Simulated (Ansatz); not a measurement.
The system is Hf2Pd2Se2Br2O3.

```
Hf Pd Se Br O
1.0
     5.60663   -0.09346   -0.01409
     1.61393    5.33512    0.00251
     1.36916    1.91529    8.31543
Hf Pd Se Br O
2 2 2 2 3
Cartesian
  2.3902 3.4984 0.1883
  6.1995 3.6586 8.1156
  1.4915 3.6252 4.1590
  0.6846 0.9576 4.1577
  1.0298 2.2924 2.1069
  7.5599 4.8645 6.1970
  4.2949 3.5785 4.1519
  3.4879 0.9109 4.1507
  4.3489 3.6281 7.6532
  4.2408 3.5289 0.6507
  0.0000 0.0000 0.0000
```

The cell was built by a generator and needn't be a form met in nature.

| Property | Result |
| --- | --- |
| Program | Ansatz 0.2.0 |
| Task | relaxation of cell and atoms |
| Functional | PBEsol |
| Dispersion | D3(BJ) |
| Potentials or basis | Ansatz PAW |
| Cutoff | 420 eV (not typed: the program's choice for these potentials) |
| k mesh | 4 × 4 × 3 |
| Occupations | fermi-dirac, width 0.05 eV |
| Spin | no spin polarisation |

At the start: volume 22.73 Å³/atom.

Q: How do energy, volume and symmetry change on relaxing?

A: It ends after 20 steps and the volume is 20.44 Å³/atom (-10.1 %); space group P-1 (No. 2, to 0.05 Å).

Step by step:
| step | energy change (eV) | largest force (eV/Å) | volume (Å³) |
| --- | --- | --- | --- |
| 1 | 0.0000 | 0.3630 | 250.02 |
| 2 | -0.2318 | 0.7098 | 224.28 |
| 3 | -0.3325 | 0.1285 | 231.28 |
| 4 | -0.3472 | 0.0877 | 230.09 |
| 5 | -0.3759 | 0.2305 | 226.48 |
| 6 | -0.3913 | 0.2174 | 225.55 |
| 7 | -0.4060 | 0.1586 | 223.74 |
| 8 | -0.4090 | 0.0598 | 224.91 |
| 9 | -0.4131 | 0.1345 | 225.11 |
| 10 | -0.4173 | 0.1042 | 225.43 |
| 11 | -0.4224 | 0.1067 | 225.20 |
| 12 | -0.4241 | 0.0375 | 225.19 |
| 13 | -0.4238 | 0.0241 | 225.76 |
| 14 | -0.4243 | 0.0142 | 225.57 |
| 15 | -0.4245 | 0.0035 | 225.48 |
| 16 | -0.4143 | 0.0054 | 225.48 |
| 17 | -0.4155 | 0.0259 | 224.86 |
| 18 | -0.4157 | 0.0167 | 224.80 |
| 19 | -0.4157 | 0.0018 | 224.83 |
| 20 | -0.4150 | 0.0018 | 224.83 |

Final structure:
```
Hf Pd Se Br O
1.0
     5.11545   -0.04433   -0.01398
     1.52228    5.54052   -0.17086
     1.26188    1.72795    7.85814
Hf Pd Se Br O
2 2 2 2 3
Direct
  0.22050 0.65920 0.03465
  0.77950 0.34080 0.96535
  0.00000 0.50000 0.50000
  0.00000 0.00000 0.50000
  0.03952 0.31196 0.25399
  0.96048 0.68804 0.74601
  0.50000 0.50000 0.50000
  0.50000 0.00000 0.50000
  0.41801 0.36294 0.92352
  0.58199 0.63706 0.07648
  0.00000 0.00000 0.00000
```

Caveat: the plane-wave basis is chosen anew once the cell has moved, so the energies of steps on either side of that aren't comparable; pairwise dispersion overbinds metals, which lowers pressure and volume; the PAW data sets come from PBE, with cores solved anew for the run's functional, which leaves a small shift of forces and pressure.
